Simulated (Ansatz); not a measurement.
**FH2InO: how energies converge with the basis set**

How large a basis does FH2InO need? Two functionals are run in growing sets.

Method: one geometry, several basis sets; program: Ansatz 0.2.0, Gaussian basis.

Levels to be run: PBE0-D4/def2-SVP; ωB97M-V/def2-SVP; PBE0-D4/def2-QZVPP; ωB97M-V/def2-QZVPP; the functionals' def2-TZVPP values are taken from earlier runs.

### 1 Structure used throughout

The geometry comes from an earlier relaxation with PBE0-D4 in a triple-zeta def2 set; it is a stationary point. In takes the def2 core potential; no spin-orbit term is included.

SMILES `[OH][InH][F]`, 5 atoms, charge 0, spin multiplicity 1.

Atoms are counted from 1 here; the program's logs count them from 0.

Bond lengths: O1–In2 1.966 Å, O1–H4 0.960 Å, In2–F3 1.944 Å, In2–H5 1.691 Å. Angles: In2–O1–H4 113.6°, O1–In2–F3 106.4°, O1–In2–H5 133.9°, F3–In2–H5 119.7°.

Coordinates:

```xyz
5
charge 0, multiplicity 1
O    -1.27945   -0.34591   -0.57737
In    0.48007    0.04251    0.21002
F     1.18588   -1.65466    0.84151
H    -1.72521    0.42977   -0.92574
H     1.38852    1.45469    0.41018
```

### 2 PBE0-D4 in def2-SVP

The input, in.yaml:

```yaml
crystal:
  periodic: [false, false, false]
  atoms:
    - {symbol: O, position_ang: [-1.279452, -0.345914, -0.577374]}
    - {symbol: In, position_ang: [0.480065, 0.042509, 0.210023]}
    - {symbol: F, position_ang: [1.185877, -1.654657, 0.841508]}
    - {symbol: H, position_ang: [-1.725207, 0.429769, -0.925736]}
    - {symbol: H, position_ang: [1.388517, 1.454693, 0.410179]}
basis:
  gaussian: {orbitals: def2-SVP}
hamiltonian: {xc: pbe0, dispersion: d4}
output: {orbitals: {seedname: orbitals}}
```

After this run come: ωB97M-V in def2-SVP; PBE0-D4 in def2-QZVPP; ωB97M-V in def2-QZVPP.

**Question.** What will the summary of the whole plan be? Wanted: PBE0-D4: double and triple zeta above quadruple; ωB97M-V: double and triple zeta above quadruple.

The runs gave:

```
                                       quantity          value
PBE0-D4: double and triple zeta above quadruple  6.92, 0.36 eV
ωB97M-V: double and triple zeta above quadruple  7.08, 0.35 eV
```

What this shows: PBE0-D4 gains 6.57 eV from double to triple zeta, then 0.36 eV more. These are total energies; as a rule much of such shifts cancels in differences, which this series doesn't test.
